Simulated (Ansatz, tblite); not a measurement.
# LiTlSe$_{2}$ with GFN2-xTB from a Python script

These are simulated results from tblite 0.8.0, not measurements. The cell was built from a prototype and was relaxed with r2SCAN in plane waves (Ansatz 0.2.0). It may be hypothetical. All runs are without spin polarisation.

It is tetragonal, P-4m2 (No. 115); conventional cell a = 4.264 Å, c = 5.980 Å, 27.18 Å³ an atom. Li has 4 Se at 2.53 Å; Se has 2 Li at 2.53 Å and 2 Tl at 2.68 Å; Tl has 4 Se at 2.68 Å.

tblite solves periodic systems at the zone centre alone, so the script builds a cluster of 2×2×2 conventional cells (32 atoms), which folds in a coarse mesh of k points.

The script, run.py:

```python
import json
from ase import Atoms
from ase.build import make_supercell
from ase.units import Bohr, GPa, Hartree
from tblite.interface import Calculator

atoms = Atoms(['Li', 'Se', 'Tl', 'Se'],
              cell=[[4.263925, 0.0, 0.0], [0.0, 4.263925, 0.0], [0.0, 0.0, 5.980249]],
              scaled_positions=[[0.0, 0.0, 0.0], [-0.0, 0.5, 0.229213], [0.5, 0.5, 0.5], [0.5, 0.0, 0.770787]],
              pbc=True)
cluster = make_supercell(atoms, [[2, 0, 0], [0, 2, 0], [0, 0, 2]])
calc = Calculator('GFN2-xTB', cluster.numbers, cluster.positions / Bohr, lattice=cluster.cell[:] / Bohr, periodic=cluster.pbc)
calc.set('temperature', 0.02 / Hartree)
calc.set('max-iter', 150)
res = calc.singlepoint()
levels = res.get('orbital-energies') * Hartree
nv = round(res.get('orbital-occupations').sum() / 2)
cells = len(cluster) // len(atoms)
out = {'energy_per_cell': res.get('energy') * Hartree / cells, 'homo': levels[nv - 1], 'lumo': levels[nv],
       'stress': (-res.get('virial') * Hartree / cluster.get_volume() / GPa).tolist(), 'charges': res.get('charges')[:len(atoms)].tolist(), 'electrons': 2 * nv / cells}
json.dump(out, open('results.json', 'w'))
for key, value in out.items():
    print(key, value)
```

Command: `python run.py`. It took 2.6 s on 1 thread of Arm Neoverse V1 (shared host), peak memory 0.095 GiB.

What it printed:

```
------------------------------------------------------------
  cycle        total energy    energy error   density error
------------------------------------------------------------
      1     -67.10545833699  -6.7227835E+01   4.5967987E-01
      2     -67.25218422265  -1.4672589E-01   2.0981582E-01
      3     -67.33299862742  -8.0814405E-02   5.3020810E-02
      4     -67.33227379139   7.2483602E-04   2.6217162E-02
      5     -67.33437492285  -2.1011315E-03   1.5456826E-02
      6     -67.33582302545  -1.4481026E-03   7.5392648E-03
      7     -67.33601371807  -1.9069262E-04   6.5217541E-04
      8     -67.33601582763  -2.1095653E-06   3.2094462E-04
      9     -67.33601671833  -8.9069715E-07   1.1797627E-04
     10     -67.33601683196  -1.1363655E-07   4.8690252E-05
     11     -67.33601683812  -6.1528880E-09   8.2595795E-06
------------------------------------------------------------

 total:                                   1.881 sec
energy_per_cell -229.0382934406635
homo -10.336680132295816
lumo -9.340091707355992
stress [[2.036036198911679, -3.541939876980295e-06, -9.037123947281016e-06], [-3.541939876936964e-06, 2.035897199746666, -9.232579227546888e-06], [-9.037123947283787e-06, -9.232579227652207e-06, 1.7751898393721788]]
charges [0.6949024531666331, -0.4131929705194194, 0.13135237119602827, -0.4131637695211201]
electrons 16.0
```

The cycle table is in hartree for the whole cluster, and the lines after it are in eV (the energy for one cell). The printed stress is in GPa and positive in compression, and the pressure is its mean diagonal.

GFN2-xTB gives a gap of 1.00 eV. On the same cell, plane-wave PBE (Ansatz, 6×6×4 k points and the special points) gives a gap of 0.44 eV and r2SCAN a gap of 0.71 eV; on shared hosts these took about 13 and 27 core-seconds on the 4-atom cell, against 2.6 for the script. Spin-orbit coupling, left out in all these runs, can cut or reorder the gap by tenths of an eV, up to about 1 eV with Pb or Bi. xTB was fitted to molecules, so gaps, charges and pressures of solids can be far off, and the gap also depends on the size of the cluster.

The same script was run on cells scaled at fixed shape and fractional coordinates:

```
volume (Å³/atom)  energy (meV/atom)  pressure (GPa, positive in compression)  gap (eV)
           23.92               86.8                                     7.03      1.71
           25.55               30.7                                     4.24      1.31
           27.18                0.0                                     1.95      1.00
           28.81              -11.3                                     0.33      0.76
           30.44               -8.4                                    -0.71      0.57
```

A Birch-Murnaghan fit puts the minimum at 29.24 Å³/atom, 7.6 % above the given cell, with a bulk modulus of 23.4 GPa at fixed shape.

xTB was fitted mostly to molecules, and a small cluster samples few k points, so gaps, pressures and kinks along a curve can be far from a solid's.

Spin-orbit coupling is left out; in compounds of Pb, Bi, Tl or Hg it can lower a gap by up to about 1 eV, split its edges or invert the bands.
